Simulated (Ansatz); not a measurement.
NaMgF3, space group Pm-3m: a frozen displacement of one atom, run with Ansatz 0.2.0 through its Python package.

`namgf3_push.py`:
```python
"""Energy and force of NaMgF3 as one atom is pushed off its site."""

import ansatz as az
import numpy as np

vectors = np.array([
    [3.876, 0.0, 0.0],
    [0.0, 3.876, 0.0],
    [0.0, 0.0, 3.876],
])
xtal = (
    az.Lattice.of(vectors)
    .atom("Na", (0.0, 0.0, 0.0))
    .atom("Mg", (0.5, 0.5, 0.5))
    .atom("F", (0.5, 0.5, 0.0))
    .atom("F", (0.0, 0.5, 0.5))
    .atom("F", (0.5, 0.0, 0.5))
)

inverse = np.linalg.inv(np.array(xtal.lattice.vectors))
home = np.array(xtal.sites[4].position)
values = np.linspace(-0.02, 0.02, 5)
energies, pulls = [], []
for shift in values:
    moved = xtal.move(4, to=home + shift * inverse[2])
    calc = moved.calculation()
    calc = calc.functional("lda").basis(12 * az.Ha)
    calc = calc.kpoints(spacing=0.65)
    calc = calc.occupations("fixed")
    calc = calc.mixing("msr1", preconditioner="kerker_dos")
    calc = calc.scf(tolerance=1e-08, max_iterations=80, algorithm="direct_min")
    calc = calc.forces()
    summary = calc.run().report
    energies.append(summary["free_energy_ev"])
    pulls.append(summary["forces_ev_ang"][4][2])

# the force is minus the slope of the free energy
print("shift (A)   dE (eV)   force along z (eV/A)")
for shift, e, f in zip(values, energies, pulls):
    print(f"{shift:8.3f} {e - energies[2]:10.5f} {f:12.4f}")
print(f"stiffness from energies {2 * np.polyfit(values, energies, 2)[0]:.3f}, from forces {-np.polyfit(values, pulls, 1)[0]:.3f} eV/A^2")
```

How stiff is this displacement, and do energies and forces agree?

The curvature of the energy gives 1.262 eV/Å² and the slope of the force 1.263 eV/Å², a positive curvature.

The run itself:

Output of `python namgf3_push.py`:
```text
DeckWarning: basis.ecutwfc = 326.536634951856 eV is below the records' recommended 420 eV, and the density's cutoff is lower with it unless basis.ecutrho_ratio is high enough to keep the records' density cutoff: compare with a run at a higher cutoff
shift (A)   dE (eV)   force along z (eV/A)
  -0.020    0.00025       0.0253
  -0.010    0.00006       0.0126
   0.000    0.00000       0.0000
   0.010    0.00006      -0.0126
   0.020    0.00025      -0.0253
stiffness from energies 1.262, from forces 1.263 eV/A^2
```
(Warnings from the package without file and line.)

What to keep in mind:
- The settings weren't tested for convergence.
- The cutoff lies under the one recommended for these potentials.
- Energy and stress may still move on a finer k-point mesh.
- Of the deposited cell: it was measured well above room temperature.
- The starting cell is as deposited in a crystallographic database; the results hold for this polymorph, which needn't be the stable one.
- All periodic images of the atom move with it, so the curvature is one diagonal element of the zone-centre force constants and no normal mode; a positive value doesn't exclude soft modes in which several atoms move.
- It ran for 7.7 s on 1 thread of Intel(R) Xeon(R) Processor @ 2.30GHz, on a shared host, peak memory 0.47 GiB.
